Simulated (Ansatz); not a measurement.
# ZnSe (Stilleite): the cost of one run

All numbers are computed with Ansatz 0.2.0 through its Python package. Level of theory: DFT LDA, all-electron LAPW.

### 1 The structure

It takes space group F-43m (No. 216, cubic). Conventional cell: a = 5.668 Å, b = 5.668 Å, c = 5.668 Å, α = 90.00°, β = 90.00°, γ = 90.00°. Zn (site symmetry -43m) is surrounded by 4 Se at 2.45 Å. Se (site symmetry -43m) is surrounded by 4 Zn at 2.45 Å.

No structure file is read: the coordinates are typed or built in the script.

### 2 The script

run_eos_lapw.py

```python
import logging
import sys
import warnings

import ansatz as az
from ase.eos import EquationOfState
from ase.units import GPa
import numpy as np

logging.basicConfig(stream=sys.stdout, format="%(name)s: %(message)s")
logger = logging.getLogger("calc")
logger.setLevel(logging.INFO)

VECTORS = np.array([
    [0.0, 2.8338, 2.8338],
    [2.8338, 0.0, 2.8338],
    [2.8338, 2.8338, 0.0],
])
SITES = [
    ("Zn", (0.0, 0.0, 0.0)),
    ("Se", (0.25, 0.25, 0.25)),
]


def crystal_on(cell):
    crystal = az.Crystal(lattice=az.Lattice.of(cell))
    for symbol, position in SITES:
        crystal = crystal.atom(symbol, position)
    return crystal

warnings.simplefilter("ignore", az.DeckWarning)

volumes, energies = [], []
for scale in np.linspace(0.92, 1.08, 5):
    cell = VECTORS * scale ** (1 / 3)
    calculation = (
        crystal_on(cell).calculation()
        .functional("lda")
        .occupations("Fixed")
        .kpoints(6, 6, 6)
        .pseudopotentials("all_electron", lapw=True, basis_error=0.001)
    )
    r = calculation.run().report
    volumes.append(abs(np.linalg.det(cell)) / len(SITES))
    energies.append(r["free_energy_ev"] / len(SITES))
    logger.info(f"{scale:.3f} {volumes[-1]:9.4f} A^3/atom {energies[-1]:16.5f} eV/atom  (estimated basis error {1000 * r['lapw_basis_errors']['total_ev_per_atom']:.2f} meV/atom)")
v0, e0, bulk = EquationOfState(volumes, energies, eos="birchmurnaghan").fit()
logger.info(f"V0 = {v0:.4f} A^3/atom, B0 = {bulk / GPa:.1f} GPa")
```

### 3 What the engine is handed

The engine receives this input (first run):

```yaml
crystal:
  lattice:
    - [0.0, 2.756122215738994, 2.756122215738994]
    - [2.756122215738994, 0.0, 2.756122215738994]
    - [2.756122215738994, 2.756122215738994, 0.0]
  atoms:
    - { symbol: Zn, position: [0.0, 0.0, 0.0] }
    - { symbol: Se, position: [0.25, 0.25, 0.25] }
kpoints:
  mp_grid:
    grid: [6, 6, 6]
hamiltonian:
  xc: lda
  pseudopotentials:
    kind: all_electron
    lapw:
      basis_error: 0.001
scf:
  occupations:
    method: fixed
```

### 4 Launch

The run is started by

```bash
python run_eos_lapw.py
```

What time and memory should one allow on 1 thread of Arm Neoverse V1, shared host?

About 42 s, with a peak of 0.34 GiB.
